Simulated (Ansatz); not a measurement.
# F₂H₇N₃Si₂: up Jacob's ladder to CCSD(T)

One table from this session's results is given with a row withheld; the runs are named, their logs left out.

Computed with Ansatz 0.2.0, Gaussian basis. Level: functionals in def2-TZVPP, the program's frozen cores in correlated methods.

Plan: PBE-D4, r2SCAN-D4, PBE0-D4, B3LYP-D4, ωB97X-V, ωB97M-V, B2PLYP; CCSD(T)/def2-TZVPP; MP2/def2-QZVPP; extrapolation to the limit.

## The geometry

The geometry comes from an earlier relaxation with PBE0-D4 in a triple-zeta def2 set; it is a stationary point, not always the lowest conformer.

14 atoms, charge 0, spin multiplicity 1.

Atoms are counted from 1 here; the program's logs count them from 0.

Bond lengths: N1–Si2 1.713 Å, N1–H8 1.009 Å, N1–H9 1.009 Å, Si2–F3 1.597 Å, Si2–N4 1.703 Å, Si2–H10 1.482 Å, N4–Si5 1.722 Å, N4–H11 1.011 Å, Si5–N6 1.683 Å, Si5–F7 1.604 Å, Si5–H12 1.478 Å, N6–H13 1.004 Å, N6–H14 1.009 Å. Angles: Si2–N1–H8 118.7°, Si2–N1–H9 118.7°, H8–N1–H9 110.8°, N1–Si2–F3 103.6°, N1–Si2–N4 109.4°, N1–Si2–H10 117.1°, F3–Si2–N4 114.2°, F3–Si2–H10 105.8°, N4–Si2–H10 107.0°, Si2–N4–Si5 130.6°, Si2–N4–H11 114.3°, Si5–N4–H11 115.1°, N4–Si5–N6 107.6°, N4–Si5–F7 106.0°, N4–Si5–H12 114.5°, N6–Si5–F7 114.9°, N6–Si5–H12 110.6°, F7–Si5–H12 103.3° and more.

The first run:

File in.yaml:

```yaml
crystal:
  periodic: [false, false, false]
  atoms:
    - {symbol: N, position_ang: [-0.528229, 1.864079, -0.030819]}
    - {symbol: Si, position_ang: [-1.232219, 0.514273, -0.815433]}
    - {symbol: F, position_ang: [-2.470173, 0.137699, 0.120963]}
    - {symbol: N, position_ang: [-0.070042, -0.721893, -0.964830]}
    - {symbol: Si, position_ang: [1.011158, -1.388247, 0.197546]}
    - {symbol: N, position_ang: [0.953440, -0.410975, 1.567102]}
    - {symbol: F, position_ang: [2.443060, -1.459609, -0.521866]}
    - {symbol: H, position_ang: [0.285165, 2.294222, -0.443765]}
    - {symbol: H, position_ang: [-1.135884, 2.560673, 0.372622]}
    - {symbol: H, position_ang: [-1.802107, 0.739697, -2.164708]}
    - {symbol: H, position_ang: [-0.037872, -1.154105, -1.878183]}
    - {symbol: H, position_ang: [0.739384, -2.797272, 0.552204]}
    - {symbol: H, position_ang: [1.193245, -0.728844, 2.488440]}
    - {symbol: H, position_ang: [0.651095, 0.550303, 1.520716]}
basis:
  gaussian: {orbitals: def2-TZVPP}
hamiltonian: {xc: pbe, dispersion: d4}
output: {forces: true, orbitals: {seedname: orbitals}}
```

On the command line:

```
$ ansatz run in.yaml --threads 2 --pin off --events-out ev --progress --plain --max-ram 22528MiB --backend cuda --devices 0, --max-vram 18GiB
```

Among the steps run: PBE-D4 (GGA); r2SCAN-D4 (meta-GGA); PBE0-D4 (hybrid); B3LYP-D4 (hybrid); ωB97X-V (range-separated); ωB97M-V (range-separated); B2PLYP (double hybrid); CCSD(T) in def2-TZVPP; MP2 in def2-QZVPP.

One table of the session follows, with a row left open; its other results are not shown here.

It belongs to the step «Atomisation energies». 

```
            method  atomisation energy (eV)
            PBE-D4                   55.694
         r2SCAN-D4                   54.815
           PBE0-D4                   54.560
          B3LYP-D4                   55.160
           ωB97X-V                   55.439
           ωB97M-V                   55.406
            B2PLYP                   54.524
     HF/def2-TZVPP                   38.748
    MP2/def2-TZVPP                   54.538
   CCSD/def2-TZVPP                   52.573
CCSD(T)/def2-TZVPP                   53.381
           MP2/CBS                        ?
       CCSD(T)/CBS                   55.318
```

Estimate the missing values for MP2/CBS.

The run gave: atomisation energy (eV): 56.475. In the column «atomisation energy (eV)» it is the highest.
